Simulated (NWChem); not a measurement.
**InHIF (SMILES [F][InH][I]) at HCTH/407/cc-pVDZ/cc-pVDZ-PP (core potential, esp esp)**

What is the energy change on altering one bond length of InHIF at HCTH/407/cc-pVDZ/cc-pVDZ-PP (core potential, esp esp)? 

The results are computed with NWChem 7.3.0.

7 further runs of the same task are left out: 3 that didn't finish, 4 set aside as unsound or not needed.

## 1. The structure to begin with

The species is InHIF (4 atoms), meant as a singlet with charge 0. SMILES: `[F][InH][I]`. The coordinates come from a PBE0-D4/def2-TZVP relaxation.

Bond lengths: F1–In2 1.945 Å, In2–I3 2.630 Å, In2–H4 1.696 Å. Angles: F1–In2–I3 110.8°, F1–In2–H4 118.7°, I3–In2–H4 130.5°.

## 2. The energy at HCTH/407/cc-pVDZ/cc-pVDZ-PP (core potential, esp esp)

Contents of test.nw:

```
start test
title "FHIIn HCTH 407"
memory total 2200 mb
geometry noautosym nocenter noautoz
 F       -1.651000      -0.135900       0.924700
 In      -0.066200       0.157700      -0.163200
 I        1.913800      -1.377100       0.637900
 H       -0.141100       1.295000      -1.419800
end
basis spherical bse
 * library cc-pVDZ except I In
 I library cc-pVDZ-PP
 In library cc-pVDZ-PP
end
ecp bse
 In library cc-pVDZ-PP
 I library cc-pVDZ-PP
end
dft
 xc hcth407
 grid coarse
 convergence energy 1e-05
 iterations 150
 mulliken
end
esp
 range 0.4
 spacing 0.035
 recalculate
end
task dft energy
task esp
```

Started as:

```bash
$ nwchem test.nw > test.out
```

Standard output:

```text
[...]
 **** WARNING Zero Coefficient **** on atom "              In"
 angular momentum value:-1  standard basis set name: "cc-pVDZ-PP"
 input line that generated warning:
  1727: 2       1.0000000              0.0000000
[...]
 **** WARNING Zero Coefficient **** on atom "               I"
 angular momentum value:-1  standard basis set name: "cc-pVDZ-PP"
 input line that generated warning:
  1991: 2       1.00000000             0.00000000
[...]
          Wavefunction type:  closed shell.
          No. of atoms     :     4
          No. of electrons :    56
[...]
          Charge           :     0
          Spin multiplicity:     1
[...]
          AO basis - number of functions:    65
[...]
              XC Information
              --------------
                      HCTH407 Method XC Functional
                      HCTH407  Exchange Functional  1.000
                   HCTH407  Correlation Functional  1.000
[...]
 d= 0,ls=0.0,diis     1   -587.4976793744 -7.87D+02  5.12D-02  6.43D-01     1.7
[...]
 d= 0,ls=0.0,diis    10   -587.6008550995 -2.73D-07  5.41D-06  1.58D-07    10.9
         Total DFT energy =     -587.600855099479
      One electron energy =    -1389.486947169004
           Coulomb energy =      652.984783674519
    Exchange-Corr. energy =      -51.031130579775
 Nuclear repulsion energy =      199.932438974783
[...]
      Total Density - Mulliken Population Analysis
     ---------------------------------------------
    Atom       Charge   Shell Charges
 -----------   ------   -------------------------------------------------------
    1 F    9     9.40   2.01  0.90  1.05  3.32  2.13  0.00
    2 In  21    20.38   0.01  1.99  0.95  0.19  5.99  0.81  0.26  9.77  0.40
    3 I   25    25.17   0.03  1.99  1.28  0.65  6.01  2.74  2.45  9.82  0.20
    4 H    1     1.06   0.68  0.37  0.01
[...]
 Dipole moment                                  0.997116
 Quadrupole moment Qxx                         -7.176692
                   Qyy                          3.462210
                   Qzz                          3.714482
[...]
```

It took 17 s on 1 thread of Intel Xeon Platinum 8559C (Emerald Rapids), shared host; peak memory 0.11 GiB.

## 3. The distorted shape, same level

Contents of job.nw:

```
echo
start job
title "FHIIn HCTH 407"
memory total 2200 mb
charge 0

geometry units angstrom noautosym nocenter noautoz
   F       -2.146000       0.247800       0.724425
   In      -0.561200       0.541400      -0.363475
   I        1.913800      -1.377100       0.637900
   H       -0.636100       1.678700      -1.620075
end

basis "ao basis" spherical bse
   * library cc-pVDZ except I In
   I library cc-pVDZ-PP
   In library cc-pVDZ-PP
end

ecp bse
   In library cc-pVDZ-PP
   I library cc-pVDZ-PP
end

dft
   xc hcth407
   grid coarse
   convergence energy 1e-05
   iterations 150
   mulliken
end

esp
   range 0.4
   spacing 0.035
   recalculate
end

task dft
task esp
```

Started as:

```bash
$ nwchem job.nw > job.out
```

Standard output:

```text
[...]
 **** WARNING Zero Coefficient **** on atom "              In"
 angular momentum value:-1  standard basis set name: "cc-pVDZ-PP"
 input line that generated warning:
  1727: 2       1.0000000              0.0000000
[...]
 **** WARNING Zero Coefficient **** on atom "               I"
 angular momentum value:-1  standard basis set name: "cc-pVDZ-PP"
 input line that generated warning:
  1991: 2       1.00000000             0.00000000
[...]
          Wavefunction type:  closed shell.
          No. of atoms     :     4
          No. of electrons :    56
[...]
          Charge           :     0
          Spin multiplicity:     1
[...]
          AO basis - number of functions:    65
[...]
              XC Information
              --------------
                      HCTH407 Method XC Functional
                      HCTH407  Exchange Functional  1.000
                   HCTH407  Correlation Functional  1.000
[...]
 d= 0,ls=0.0,diis     1   -587.4393059204 -7.62D+02  5.51D-02  6.79D-01     1.6
[...]
 d= 0,ls=0.0,diis    11   -587.5737854722 -4.01D-08  4.03D-06  4.23D-08    10.7
         Total DFT energy =     -587.573785472182
      One electron energy =    -1337.902001950059
           Coulomb energy =      627.165428776002
    Exchange-Corr. energy =      -50.955807036592
 Nuclear repulsion energy =      174.118594738467
[...]
      Total Density - Mulliken Population Analysis
     ---------------------------------------------
    Atom       Charge   Shell Charges
 -----------   ------   -------------------------------------------------------
    1 F    9     9.38   2.01  0.90  1.05  3.31  2.12  0.00
    2 In  21    20.30   0.01  1.99  0.97  0.27  5.99  0.67  0.28  9.78  0.34
    3 I   25    25.29   0.03  1.99  1.28  0.69  6.01  2.66  2.63  9.82  0.18
    4 H    1     1.03   0.67  0.35  0.01
[...]
 Dipole moment                                  1.475363
 Quadrupole moment Qxx                        -14.011701
                   Qyy                          5.132097
                   Qzz                          8.879604
[...]
```

Wall time 17 s (1 thread of Intel Xeon Platinum 8559C (Emerald Rapids), shared host); peak memory 0.11 GiB.

## 4. Summary of results

At HCTH/407/cc-pVDZ/cc-pVDZ-PP (core potential, esp esp):

```
                                                          quantity          value
                                         first shape: total energy  -587.60086 Eh
                                        first shape: dipole moment         2.33 D
                                          first shape: HOMO energy       -6.72 eV
                                          first shape: LUMO energy       -2.73 eV
                                        first shape: HOMO–LUMO gap        3.99 eV
                                     distorted shape: total energy  -587.57379 Eh
                                    distorted shape: dipole moment         3.56 D
                                      distorted shape: HOMO energy       -6.03 eV
                                      distorted shape: LUMO energy       -4.33 eV
                                    distorted shape: HOMO–LUMO gap        1.70 eV
energy change with the In2–I3 bond stretched from 2.630 to 3.288 Å       0.737 eV
```

With the In2–I3 bond stretched from 2.630 to 3.288 Å the energy rises by 0.74 eV (71.1 kJ/mol). The first shape isn't relaxed at this level, so the change isn't measured from a minimum. Mulliken charges (first shape) run from -0.40 on F1 to +0.62 on In2; they depend strongly on the basis.
